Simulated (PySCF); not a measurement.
# Ce(SH)4: other functionals and bases at one geometry

An exercise on one series of results from a longer session: the logs are not shown, and one member is left open.

Computed with PySCF 2.14.0. Level: several levels, as the steps say, no spin–orbit coupling.

1 further run of the same task is left out (for a known fault of the program).

## Starting geometry

9 atoms, charge 0, spin multiplicity 1.

Bond lengths: Ce1–S2 2.591 Å, Ce1–S4 2.591 Å, Ce1–S6 2.591 Å, Ce1–S8 2.591 Å, S2–H3 1.355 Å, S4–H5 1.355 Å, S6–H7 1.356 Å, S8–H9 1.356 Å. Angles: S2–Ce1–S4 108.6°, S2–Ce1–S6 109.9°, S2–Ce1–S8 109.9°, S4–Ce1–S6 109.9°, S4–Ce1–S8 109.9°, S6–Ce1–S8 108.6°, Ce1–S2–H3 94.6°, Ce1–S4–H5 94.6°, Ce1–S6–H7 94.5°, Ce1–S8–H9 94.5°.

As a file:

```mol
CeH4S4
  3D, bonds by distance, orders not assigned

  9  8  0  0  0  0  0  0  0  0999 V2000
   -0.0000   -0.0000   -0.0000 Ce  0  0
    1.6357    1.3245    1.5111 S   0  0
    2.7341    1.0115    0.7811 H   0  0
   -1.6357   -1.3245    1.5111 S   0  0
   -2.7341   -1.0115    0.7811 H   0  0
    1.3245   -1.6357   -1.5111 S   0  0
    1.0113   -2.7341   -0.7811 H   0  0
   -1.3245    1.6357   -1.5111 S   0  0
   -1.0113    2.7341   -0.7811 H   0  0
  1  2  8  0
  1  4  8  0
  1  6  8  0
  1  8  8  0
  2  3  8  0
  4  5  8  0
  6  7  8  0
  8  9  8  0
M  END
```

Formal oxidation states: Ce +4. The 4f shell is empty and lies in the core potential. An earlier session relaxed this geometry at PBE0, Ce lcecp-2-SVP with ECP46, S def2-SVP, H def2-SVP (singlet, point group S4).

At PBE0 on the finer grid: E = -1632.859341 Eh, frontier levels not given, since the 4f levels lie in the core, Mulliken charge on Ce1 +0.95 e, largest force component 0.002 eV/Å. The large-core potential holds the 4f shell empty.

Levels to run: BP86; wB97X; PBE0, TZVP. Hardware: 2 threads of Arm Neoverse V2, shared host.

Set-up of the first run:

The input, run.py (the lines that set the calculation):

```python
mol = gto.M(atom='''
Ce     0.00000     0.00000    -0.00003
S      1.63568     1.32452     1.51110
H      2.73406     1.01154     0.78114
S     -1.63568    -1.32452     1.51110
H     -2.73406    -1.01154     0.78114
S      1.32449    -1.63573    -1.51115
H      1.01135    -2.73408    -0.78107
S     -1.32449     1.63573    -1.51115
H     -1.01135     2.73408    -0.78107''',
    basis={'Ce': 'lcecp-2-SVP', 'S': 'def2-SVP', 'H': 'def2-SVP'},
    ecp={'Ce': 'lcecp-2-SVP'},
    charge=0, spin=0)
mf = dft.RKS(mol, xc='B88,P86')
mf.grids.atom_grid = (75, 302)  # f atoms: unpruned, at least (60, 302)
mf = mf.density_fit()  # fitting sets: Ce AutoAux, S def2-universal-JKFIT, H def2-universal-JKFIT
mf.conv_tol = 1e-08; mf.max_cycle = 55
mf.kernel(dm0)  # dm0: the density of the relaxed state
```

Started as:

```
OMP_NUM_THREADS=2 python run.py
```

Among the steps run: BP86; wB97X; PBE0, TZVP.

One table of the session follows, with a row left open; its other results are not shown here.

```
              level  charge on Ce1 (e)  largest force component (eV/Å)
PBE0 (relaxed here)               0.95                            0.00
               BP86               0.73                            0.31
              wB97X                  ?                               ?
         PBE0, TZVP               1.27                            0.20
```

Q: Estimate the row for wB97X from the others.

As computed: charge on Ce1 (e): 1.01; largest force component (eV/Å): 0.12. In the column «charge on Ce1 (e)» it lies between PBE0 (relaxed here) (0.95) and PBE0, TZVP (1.27).

The largest leftover force, 0.31 eV/Å with BP86, stands at a geometry relaxed at another level. With 4f in the core, its levels are missing from HOMO and gap, and its count is fixed, so no charge can pass from the ligands into it. Total energies of different levels can't be compared.
